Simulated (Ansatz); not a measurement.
# AsF2 (quartet): from Hartree-Fock to the top rungs at a displaced geometry (v1), cc-pVDZ

One table from this session's results is given with a row withheld; the runs are named, their logs left out.

Method: cc-pVDZ, core rule «outside noble gas», up to 16 orbitals frozen; program: Ansatz 0.2.0, Gaussian basis.

To be run: UHF; CCSD(T) on ROHF; CCSD(T) on UHF; BCCD(T) on ROHF; CISD as a restricted active space (open shells left free, so some higher excitations enter); CCSDT(Q) on ROHF; CCSDT(Q) on UHF; CASSCF and MRCISD+Q, 15 electrons in 10 orbitals; CASSCF and NEVPT2, 15 electrons in 10 orbitals.

27 further runs of the same task are left out: 2 for a known fault of the program, 13 that didn't finish, 12 set aside as unsound or not needed. Runs told in other sessions of the task aren't counted.

**What is computed**

The geometry is a PBE0/def2-TZVP stationary point (not a proven minimum) with its atoms shifted at random (size 0.040 Å). No spin-orbit coupling is included. The filled d shell of As may be among the frozen orbitals whatever the setting's name suggests.

3 atoms, charge 0, spin multiplicity 4.

Atoms are counted from 1 here; the program's logs count them from 0.

Bond lengths: As1–F2 1.811 Å, As1–F3 1.747 Å. Angles: F2–As1–F3 178.2°.

Coordinates:

```xyz
3
AsF2
As   -0.01543   -0.00901    0.02164
F    -0.01627   -0.02515   -1.78951
F     0.03170    0.03416    1.76787
```

The first run:

Contents of in.yaml:

```yaml
crystal:
  periodic: [false, false, false]
  atoms:
    - {symbol: As, position_ang: [-0.015433, -0.009008, 0.021640]}
    - {symbol: F, position_ang: [-0.016266, -0.025151, -1.789513]}
    - {symbol: F, position_ang: [0.031698, 0.034159, 1.767873]}
basis:
  gaussian: {orbitals: cc-pVDZ}
magnetization: {spin_polarized: true, initial_magnetization: 3}
hamiltonian: {xc: hf}
output: {orbitals: {seedname: orbitals}}
```

Command:

```bash
> ansatz run in.yaml --threads 1 --pin off --events-out ev --progress --plain --max-ram 2393MiB
```

Among the steps run: UHF; CCSD(T) on ROHF; CCSD(T) on UHF; BCCD(T) on ROHF; CISD as a restricted active space (open shells left free, so some higher excitations enter); CCSDT(Q) on ROHF; CCSDT(Q) on UHF; CASSCF and MRCISD+Q, 15 electrons in 10 orbitals; CASSCF and NEVPT2, 15 electrons in 10 orbitals.

One table of the session follows, with a row left open; its other results are not shown here.

| method | from UCCSDT(Q) (meV) |
| --- | --- |
| ROHF | +12957.5 |
| UHF | +12616.7 |
| RMP2 | +542.1 |
| UMP2 | +686.5 |
| RCCSD | +332.8 |
| UCCSD | +302.9 |
| RCCSD(T) | +74.0 |
| UCCSD(T) | +64.4 |
| BCCD(T) | +71.4 |
| RCCSDT | +51.2 |
| UCCSDT | +36.8 |
| RCCSDT(Q) | +18.2 |
| UCCSDT(Q) | 0 |
| CASSCF valence | +11847.2 |
| NEVPT2 valence | ? |
| MRCISD valence | +1131.1 |
| MRCISD+Q valence | +211.8 |

Q: Estimate the row for NEVPT2 valence from the others.

**Answer.** from UCCSDT(Q) (meV): +1146.2. In the column «from UCCSDT(Q) (meV)» it lies between MRCISD valence (+1131.1) and CASSCF valence (+11847.2).

Not comparable, so not listed: CISD as a restricted active space (open shells left free, so some higher excitations enter) (they don't share determinant, frozen orbitals or solution with the rows shown, or repeat one).

Limits of these values: Restricted and unrestricted rows rest on different reference determinants; a gap between their highest levels can come from leftover correlation error, from unlike frozen cores or from another state.
